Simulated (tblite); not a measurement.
# C4H9Br2ClSi: the cost of one run

Programs: tblite 0.8.0 and PySCF 2.14.0, with density-fitted response routines of our own. Each step states its level of theory. These are calculated values for one molecule in the gas phase, unless marked as measured. Atoms are numbered from 0 throughout.

## (1) Starting geometry

17 atoms, charge 0, multiplicity 1; geometry from: force field or distance geometry start.

Bonds of the start (Å): C0–C1 1.51, C1–C2 1.50, C2–Si3 1.85, Si3–Cl4 2.11, Si3–Br5 2.25, Si3–C6 1.87, C6–Br7 1.95, C0–H8 1.10, C0–H9 1.13, C0–H10 1.12, C1–H11 1.11, C1–H12 1.10, C2–H13 1.13, C2–H14 1.11, C6–H15 1.11, C6–H16 1.11.

## (2) Optimising the geometry with GFN2-xTB

What the job is given:

```
{"job": {"kind": "relax", "xc": "GFN2-xTB", "basis": "xTB"}, "charge": 0, "multiplicity": 1}
C     -1.882400    -0.265100     0.478700
C     -1.420800     0.239500    -0.862900
C     -0.025800     0.801700    -0.851700
Si     1.124500    -0.538200    -0.307900
Cl     0.124500    -2.392600    -0.128400
Br     2.755400    -0.857500    -1.831200
C      1.947000    -0.039800     1.296200
Br     2.945900     1.626100     1.075400
H     -1.031300    -0.371900     1.171000
H     -2.593200     0.497400     0.905900
H     -2.408900    -1.235500     0.314200
H     -2.109600     1.060800    -1.148100
H     -1.576000    -0.546000    -1.620900
H      0.242100     1.052900    -1.920000
H      0.092200     1.733400    -0.259300
H      2.656400    -0.824800     1.621500
H      1.153000     0.071500     2.057600
```

Run with:

```sh
$ OMP_NUM_THREADS=1 python probes_run.py task.json out
```

The driver reads the jobs from task.json and runs them one after another.

**Question.** How long does this first job take on 1 thread of Arm Neoverse N1, shared host, and how much memory does it need?

About 3.5 s, with a peak of 0.18 GiB.
